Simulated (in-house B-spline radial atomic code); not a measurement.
# In¹⁴⁺: excited configurations

Aim: the energies of several excited configurations of In¹⁴⁺ above a reference configuration, each from its own self-consistent run.

The numbers are computed with in-house B-spline radial atomic code version 1 (Dirac-Hartree-Fock, average of configuration, Fermi nucleus, basis-set limit), except any that are marked as measured or tabulated.

### Step 1. The system

| Item | Value |
| --- | --- |
| element | indium (Z = 49) |
| charge | +14 |
| electrons | 35 |
| configuration | [Ar] 3d10 4s2 4p5 |
| Hamiltonian | Dirac-Coulomb |
| nucleus | Fermi, rms radius 4.616 fm |

The outer shells:

[Ar] 3d10 4s2 4p5
```
[Ar] core
3d [↑↓][↑↓][↑↓][↑↓][↑↓]
4s [↑↓]
4p [↑↓][↑↓][↑ ]
```

The boxes draw the filling by Hund's rule, which heavy ions in jj coupling don't follow; these runs average over all states of the configuration.

The run's settings:

```ini
Z = 49
electrons = 35.0
configuration = [Ar] 3d10 4s2 4p5
hamiltonian = dirac
method = hf
spin_polarised = False
nucleus = fermi
rms_radius = 4.6156
mass_number = 115
atomic_mass = 114.903878772
speed_of_light = 137.035999084
```

From the earlier run of the reference: total energy -5812.161426 hartree. Levels, eight at most:

| orbital | occupation | energy (eV) | <r> (bohr) |
| --- | --- | --- | --- |
| 3s1/2 | 2 | -1174.48 | 0.3444 |
| 3p1/2 | 2 | -1051.50 | 0.3361 |
| 3p3/2 | 4 | -1011.52 | 0.3465 |
| 3d3/2 | 4 | -796.83 | 0.3181 |
| 3d5/2 | 6 | -788.72 | 0.3215 |
| 4s1/2 | 2 | -424.81 | 0.7798 |
| 4p1/2 | 1.66667 | -378.09 | 0.8030 |
| 4p3/2 | 3.33333 | -369.13 | 0.8210 |

### Step 2. Configuration [Ar] 3d9 4s2 4p5 8g1

The run's settings:

```ini
Z = 49
electrons = 35.0
configuration = [Ar] 3d9 4s2 4p5 8g1
hamiltonian = dirac
method = hf
spin_polarised = False
nucleus = fermi
rms_radius = 4.6156
mass_number = 115
atomic_mass = 114.903878772
speed_of_light = 137.035999084
```

### Step 3. Run with [Ar] 3d10 4s2 4p4 8d1

Settings: those of step 2 with these lines changed.

```diff
@@ -2,3 +2,3 @@
 electrons = 35.0
-configuration = [Ar] 3d9 4s2 4p5 8g1
+configuration = [Ar] 3d10 4s2 4p4 8d1
 hamiltonian = dirac
```

### Step 4. Run with [Ar] 3d10 4s1 4p5 7g1

Settings: those of step 3 with these lines changed.

```diff
@@ -2,3 +2,3 @@
 electrons = 35.0
-configuration = [Ar] 3d10 4s2 4p4 8d1
+configuration = [Ar] 3d10 4s1 4p5 7g1
 hamiltonian = dirac
```

### Step 5. Configuration [Ne] 3s2 3p5 3d10 4s2 4p5 7f1

Settings: those of step 4 with these lines changed.

```diff
@@ -2,3 +2,3 @@
 electrons = 35.0
-configuration = [Ar] 3d10 4s1 4p5 7g1
+configuration = [Ne] 3s2 3p5 3d10 4s2 4p5 7f1
 hamiltonian = dirac
```

### Step 6. Run with [Ne] 3s2 3p5 3d10 4s2 4p5 8f1

Settings: those of step 5 with these lines changed.

```diff
@@ -2,3 +2,3 @@
 electrons = 35.0
-configuration = [Ne] 3s2 3p5 3d10 4s2 4p5 7f1
+configuration = [Ne] 3s2 3p5 3d10 4s2 4p5 8f1
 hamiltonian = dirac
```

Before running: How far above the reference does each configuration lie (order and size, in eV)?

As calculated:

| net move | configuration | energy above the reference (eV) | with Breit, QED, recoil (eV) | largest <r> (bohr) |
| --- | --- | --- | --- | --- |
| 4p → 8d | [Ar] 3d10 4s2 4p4 8d1 | 314.36 | 314.15 | 5.18 |
| 4s → 7g | [Ar] 3d10 4s1 4p5 7g1 | 360.66 | 360.30 | 4.13 |
| 3d → 8g | [Ar] 3d9 4s2 4p5 8g1 | 736.56 | 736.30 | 5.60 |
| 3p → 7f | [Ne] 3s2 3p5 3d10 4s2 4p5 7f1 | 948.94 | 947.87 | 4.08 |
| 3p → 8f | [Ne] 3s2 3p5 3d10 4s2 4p5 8f1 | 965.53 | 964.47 | 5.52 |

Quantum defects of the promoted electron, δ = n − ζ/√(−2ε) with ζ = 15 and ε its orbital energy in hartree:

| promotion | δ |
| --- | --- |
| 4p → 8d | 0.683 |
| 4s → 7g | 0.060 |
| 3d → 8g | 0.070 |
| 3p → 7f | 0.305 |
| 3p → 8f | 0.306 |

**Reading.** At the bottom stands 4p → 8d (314.36 eV), at the top 3p → 8f (965.53 eV). Koopmans' estimate of the ionisation threshold is 369.13 eV; 3 configurations exceed it by over 2 % and could autoionise. Of those tabulated, the defect is largest for 8d (0.68) and least for 7g (0.06); at this charge much of the defect is relativistic. Two partly filled shells share a symmetry and can mix in the average, which may lower the energy, for: 3p → 7f; 3p → 8f. These are averages over configurations, without correlation, not spectroscopic levels.
